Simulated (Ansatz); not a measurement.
# SiH2OF (SMILES O[SiH]F) at UPBE0/def2-TZVP

What is the electronic atomisation energy of SiH2OF at UPBE0/def2-TZVP? 

Program for the calculation: Ansatz 0.2.0.

62 further runs of the same task are left out: 62 set aside as unsound or not needed.

### Step 1. Starting point

SiH2OF: 5 atoms, total charge 0, spin state doublet. As SMILES, `O[SiH]F`. The shape is that of a PBE0-D4/def2-TZVP optimisation. This is one conformer, not always the lowest.

Bond lengths: O1–Si2 1.636 Å, Si2–F3 1.603 Å, O1–H4 0.959 Å, Si2–H5 1.490 Å. Angles: O1–Si2–F3 110.5°, O1–Si2–H5 105.3°, F3–Si2–H5 107.6°, Si2–O1–H4 119.2°.

### Step 2. A single-point energy at UPBE0/def2-TZVP

Input file molecule.yaml:

```yaml
crystal:
  periodic: [false, false, false]
  atoms:
    - {symbol: O, position_ang: [-0.615200, -0.884600, -0.276300]}
    - {symbol: Si, position_ang: [0.283900, 0.245700, 0.493100]}
    - {symbol: F, position_ang: [0.207000, 1.646500, -0.283100]}
    - {symbol: H, position_ang: [-1.564500, -0.765100, -0.338000]}
    - {symbol: H, position_ang: [1.688800, -0.242600, 0.404400]}
basis:
  gaussian:
    orbitals: def2-TZVP
magnetization:
  spin_polarized: true
  initial_magnetization: 1
hamiltonian:
  xc: pbe0
accuracy: high
output:
  orbitals: {seedname: orbitals}
```

Started as:

```console
ansatz run molecule.yaml --threads 1 --pin off --max-ram 3480MiB --events-out events.jsonl --progress --plain --runs-dir runs
```

Standard output:

```text
Warning: RAYON_NUM_THREADS=1 ignored (pool sized by the plan → 1); use --threads N
Functional definition: PBE0
  name "PBE0"
  parameter a = 0.25
  parameter kappa = 0.804
  parameter beta = 0.06672455060314922
  exchange = (1 - a)*pbe_x(kappa = kappa, mu = beta*pi^2/3) + a*exact_x
  correlation = pbe_c(beta = beta)
1873 factors; integrals over basis functions are off by at most 3.9e-9 eV
mean field evaluation 1: about -12664.4293 eV, gradient 4.2e1 eV
mean field evaluation 2: about -12652.9960 eV, gradient 7.0e1 eV
mean field evaluation 4: about -12669.7178 eV, gradient 4.2e0 eV
mean field evaluation 8: about -12669.8864 eV, gradient 1.7e-1 eV
mean field evaluation 16: about -12669.8865 eV, gradient 5.6e-5 eV
mean field -12669.88648439 eV, -465.6097403437 hartree, gradient 2.1e-8 eV, S^2 0.752003; 0 other end points of the search recorded, 0 dependent functions left out
reference -12669.88648692 eV, -465.6097404369 hartree; 17, 16 occupied and 94, 95 virtual orbitals, 1873 factors
Total energy: -12669.88648692 eV, -465.6097404369 hartree
```

Wall time 15 s (1 thread of Intel Xeon Platinum 8259CL at 2.50GHz (Skylake/Cascade Lake), shared host); peak memory 0.41 GiB.

### Step 3. The F atom

Input file run.yaml:

```yaml
crystal:
  periodic: [false, false, false]
  atoms:
    - {symbol: F, position_ang: [0.000000, 0.000000, 0.000000]}
basis:
  gaussian: {orbitals: def2-TZVP}
magnetization: {spin_polarized: true, initial_magnetization: 1}
hamiltonian: {xc: {name: PBE0}}
accuracy: high
```

Started as:

```console
ansatz run run.yaml --threads 1 --pin off --max-ram 3480MiB --events-out events.jsonl --progress --plain --runs-dir runs
```

Standard output:

```text
Warning: RAYON_NUM_THREADS=1 ignored (pool sized by the plan → 1); use --threads N
[... 7 set-up lines as earlier in the session ...]
309 factors; integrals over basis functions are off by at most 2.5e-9 eV
mean field evaluation 1: about -2712.2243 eV, gradient 7.1e0 eV
mean field evaluation 2: about -2712.3132 eV, gradient 2.3e0 eV
mean field evaluation 4: about -2712.3268 eV, gradient 4.9e-2 eV
mean field evaluation 8: about -2712.3269 eV, gradient 7.9e-4 eV
mean field evaluation 16: about -2712.3269 eV, gradient 3.0e-8 eV
mean field -2712.32693188 eV, -99.6761762653 hartree, gradient 3.0e-8 eV, S^2 0.751638; 0 other end points of the search recorded, 0 dependent functions left out
reference -2712.32693248 eV, -99.6761762873 hartree; 5, 4 occupied and 26, 27 virtual orbitals, 309 factors
Total energy: -2712.32693248 eV, -99.6761762873 hartree
```

Wall time 0.6 s (1 thread of Intel Xeon Platinum 8259CL at 2.50GHz (Skylake/Cascade Lake), shared host); peak memory 0.095 GiB.

### Step 4. The H atom, same level

Input file input.yaml:

```yaml
crystal:
  periodic: [false, false, false]
  atoms:
    - {symbol: H, position_ang: [0.000000, 0.000000, 0.000000]}
basis:
  gaussian: {orbitals: def2-TZVP}
magnetization: {spin_polarized: true, initial_magnetization: 1}
hamiltonian: {xc: pbe0}
accuracy: high
```

Run the same way, it converges to -0.50104 Eh (log not shown).

### Step 5. The O atom at the same level

Input file input.yaml:

```yaml
crystal:
  periodic: [false, false, false]
  atoms:
    - {symbol: O, position_ang: [0.000000, 0.000000, 0.000000]}
basis:
  gaussian:
    orbitals: def2-TZVP
total_charge: 0
magnetization:
  spin_polarized: true
  initial_magnetization: 2
hamiltonian:
  xc: {name: PBE0}
accuracy: high
```

Started as:

```console
ansatz run input.yaml --threads 1 --pin off --max-ram 3480MiB --events-out events.jsonl --progress --plain --runs-dir runs
```

Standard output:

```text
Warning: RAYON_NUM_THREADS=1 ignored (pool sized by the plan → 1); use --threads N
[... 7 set-up lines as earlier in the session ...]
306 factors; integrals over basis functions are off by at most 3.5e-9 eV
mean field evaluation 1: about -2041.2046 eV, gradient 7.7e0 eV
mean field evaluation 2: about -2041.3174 eV, gradient 3.6e0 eV
mean field evaluation 4: about -2041.3599 eV, gradient 5.3e-2 eV
mean field evaluation 8: about -2041.3601 eV, gradient 6.8e-4 eV
mean field evaluation 16: about -2041.3601 eV, gradient 8.1e-9 eV
mean field -2041.36012963 eV, -75.0186010803 hartree, gradient 8.1e-9 eV, S^2 2.003486; 0 other end points of the search recorded, 0 dependent functions left out
reference -2041.36013062 eV, -75.0186011166 hartree; 5, 3 occupied and 26, 28 virtual orbitals, 306 factors
Total energy: -2041.36013062 eV, -75.0186011166 hartree
```

Wall time 0.69 s (1 thread of Intel Xeon Platinum 8259CL at 2.50GHz (Skylake/Cascade Lake), shared host).

### Step 6. The Si atom at the same level

Edit input.yaml of step 5 so:

```diff
@@ -3,3 +3,3 @@
   atoms:
-    - {symbol: O, position_ang: [0.000000, 0.000000, 0.000000]}
+    - {symbol: Si, position_ang: [0.000000, 0.000000, 0.000000]}
 basis:
```

Run the same way, it converges to -289.24944 Eh (log not shown).

### Step 7. Summary of results

Level: UPBE0/def2-TZVP.

```
                                    quantity          value
                      molecule: total energy  -465.60974 Eh
molecule: HOMO energy (highest over α and β)       -6.32 eV
 molecule: LUMO energy (lowest over α and β)       -2.25 eV
                              molecule: ⟨S²⟩          0.752
                        F atom: total energy   -99.67618 Eh
                                F atom: ⟨S²⟩          0.752
                        H atom: total energy    -0.50104 Eh
                                H atom: ⟨S²⟩          0.750
                        O atom: total energy   -75.01860 Eh
                                O atom: ⟨S²⟩          2.003
                       Si atom: total energy  -289.24944 Eh
                               Si atom: ⟨S²⟩          2.006
               electronic atomisation energy      18.053 eV
```

In words: Taking the molecule apart into free atoms costs 18.05 eV (1742 kJ/mol), before zero-point energy and without spin-orbit coupling.
